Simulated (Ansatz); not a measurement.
# ZrNH2+ (triplet): wave-function methods side by side, def2-SVP

The task here is to estimate one member of a computed series from the others.

Computed with Ansatz 0.2.0, Gaussian basis. Level: def2-SVP, core rule «outside noble gas», up to 5 orbitals frozen.

Plan: UHF; CCSD(T) on ROHF; CCSD(T) on UHF; CISD as a restricted active space (open shells left free, so some higher excitations enter); CCSDT(Q) on ROHF; CCSDT(Q) on UHF.

22 further runs of the same task are left out: 5 for a known fault of the program, 4 that didn't finish, 13 set aside as unsound or not needed. Runs told in other sessions of the task aren't counted.

**What is computed**

The geometry is a PBE0/def2-TZVP stationary point (not a proven minimum) of the parent state, kept for this charge and spin. No spin-orbit coupling is included. Elements past krypton take def2 core potentials.

4 atoms, charge 1, spin multiplicity 3.

Atoms are counted from 1 here; the program's logs count them from 0.

Bond lengths: Zr1–N2 1.979 Å, N2–H3 1.014 Å, N2–H4 1.014 Å. Angles: Zr1–N2–H3 125.0°, Zr1–N2–H4 125.0°, H3–N2–H4 110.1°.

The first run:

in.yaml reads:

```yaml
crystal:
  periodic: [false, false, false]
  atoms:
    - {symbol: Zr, position_ang: [-0.000357, 0.000000, 0.306596]}
    - {symbol: N, position_ang: [0.003977, -0.000001, -1.672521]}
    - {symbol: H, position_ang: [-0.011471, 0.830703, -2.253332]}
    - {symbol: H, position_ang: [-0.011471, -0.830705, -2.253331]}
basis:
  gaussian: {orbitals: def2-SVP}
total_charge: 1
magnetization: {spin_polarized: true, initial_magnetization: 2}
hamiltonian: {xc: hf}
output: {orbitals: {seedname: orbitals}}
```

Launch:

```bash
$ ansatz run in.yaml --threads 1 --pin off --events-out ev --progress --plain --max-ram 2393MiB
```

Steps of the session up to this table: UHF; CCSD(T) on ROHF; CCSD(T) on UHF; CISD as a restricted active space (open shells left free, so some higher excitations enter); CCSDT(Q) on ROHF; CCSDT(Q) on UHF.

One table of the session follows, with a row left open; its other results are not shown here.

| method | from RCCSDT(Q) (meV) |
| --- | --- |
| ROHF | +6477.2 |
| UHF | +6377.7 |
| RMP2 | +594.1 |
| UMP2 | +522.9 |
| RCCSD | +265.6 |
| UCCSD | +198.3 |
| RCCSD(T) | +30.0 |
| UCCSD(T) | -34.8 |
| RCCSDT | +15.4 |
| UCCSDT | ? |
| RCCSDT(Q) | 0 |
| UCCSDT(Q) | -72.3 |

Q: Estimate the row for UCCSDT from the others.

**Answer.** from RCCSDT(Q) (meV): -50.3. In the column «from RCCSDT(Q) (meV)» it lies between UCCSDT(Q) (-72.3) and UCCSD(T) (-34.8).

Not comparable, so not listed: CISD as a restricted active space (open shells left free, so some higher excitations enter) (they don't share determinant, frozen orbitals or solution with the rows shown, or repeat one).

Limits of these values: Restricted and unrestricted rows rest on different reference determinants; a gap between their highest levels can come from leftover correlation error, from unlike frozen cores or from another state.
